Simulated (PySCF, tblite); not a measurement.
# C₅H₉AlFN: geometry, infrared bands and NMR shifts

Aim: predict the infrared bands and NMR shifts of C₅H₉AlFN (`C=C(F)CCC#[N+][AlH3-]`).

Programs: tblite 0.8.0 and PySCF 2.14.0, with density-fitted response routines of our own. Each step states its level of theory. These are calculated values for one molecule in the gas phase, unless marked as measured. Atoms count from 0, in the outputs and in this text.

### 1 Starting geometry

17 atoms, charge 0, multiplicity 1; geometry from: force field or distance geometry start.

Bonds of the start (Å): C0–C1 1.32, C1–F2 1.37, C1–C3 1.48, C3–C4 1.54, C4–C5 1.47, C5–N6 1.17, N6–Al7 1.89, C0–H8 1.08, C0–H9 1.08, C3–H10 1.11, C3–H11 1.09, C4–H12 1.11, C4–H13 1.10, Al7–H14 1.59, Al7–H15 1.58, Al7–H16 1.60.

### 2 Optimising the geometry with GFN2-xTB

The job: settings as JSON, then the geometry in Å.

```
{"job": {"kind": "relax", "xc": "GFN2-xTB", "basis": "xTB"}, "charge": 0, "multiplicity": 1}
C     -3.394300     1.048000     0.298000
C     -2.621400     0.042600    -0.060500
F     -3.181800    -1.201600    -0.165100
C     -1.173900     0.157700    -0.329000
C     -0.339900    -0.721700     0.622800
C      1.068700    -0.527800     0.251700
N      2.194600    -0.374400    -0.015900
Al     4.026100    -0.125200    -0.414700
H     -2.946900     2.026900     0.394000
H     -4.447800     0.947200     0.493600
H     -0.790200     1.185500    -0.150400
H     -0.898700    -0.130600    -1.340700
H     -0.507400    -0.434200     1.686200
H     -0.558700    -1.789800     0.474100
H      4.230800     1.059100    -1.450600
H      4.614300    -1.493300    -0.952800
H      4.719600     0.343500     0.948300
```

Run with:

```bash
$ OMP_NUM_THREADS=1 python probes_run.py task.json out
```

The driver reads the jobs from task.json and runs them one after another.

**Question.** This job is followed by: GFN2-xTB harmonic vibrations, gas phase; GIAO PBE0/pcSseg-1 NMR shielding, non-relativistic, gas phase. What will the session give for the following? strongest single infrared mode (GFN2-xTB); zero-point energy (GFN2-xTB); 13C shifts against TMS (PBE0/pcSseg-1); 1H shifts against TMS (PBE0/pcSseg-1, means over atoms taken as alike); 19F shifts against CFCl3 (PBE0/pcSseg-1); 15N shifts against NH3 (PBE0/pcSseg-1); 27Al shifts against AlH4- (PBE0/pcSseg-1); surface potential, 1st and 99th percentile.

As calculated:

| quantity | value |
| --- | --- |
| strongest single infrared mode (GFN2-xTB) | 752 cm⁻¹, 795 km/mol |
| zero-point energy (GFN2-xTB) | 73.0 kcal/mol |
| 13C shifts against TMS (PBE0/pcSseg-1) | 173.1, 135.8, 100.5, 32.6, 16.4 ppm |
| 1H shifts against TMS (PBE0/pcSseg-1, means over atoms taken as alike) | 5.11, 4.87, 4.16, 2.87, 2.76 ppm |
| 19F shifts against CFCl3 (PBE0/pcSseg-1) | -102.9 ppm |
| 15N shifts against NH3 (PBE0/pcSseg-1) | 248.5 ppm |
| 27Al shifts against AlH4- (PBE0/pcSseg-1) | 56.6 ppm |
| surface potential, 1st and 99th percentile | -1.38 V and 1.93 V |

What this shows: Over 157 steps the energy fell by 0.546 eV; of the close pairs, N6–Al7 changed most, 1.891 to 1.995 Å. All 45 modes are real, so the xTB geometry is a minimum. The strongest single mode, at 752 cm⁻¹, has its largest shares on H14, H16 and H15 (the list is cut at 3 atoms). GFN2-xTB is a fitted tight-binding method: band positions and strengths are rough. Its intensities can rank the bands wrongly. At PBE0/pcSseg-1: The widest tensor belongs to N6: span 442 ppm, with a paramagnetic part of -320 ppm. At PBE0/pcSseg-1, counted by nearest atom on the grid, the HOMO lies on H14, H16 about 43 % each; Al7 9 %, the LUMO on C5 35 %; N6 27 %.
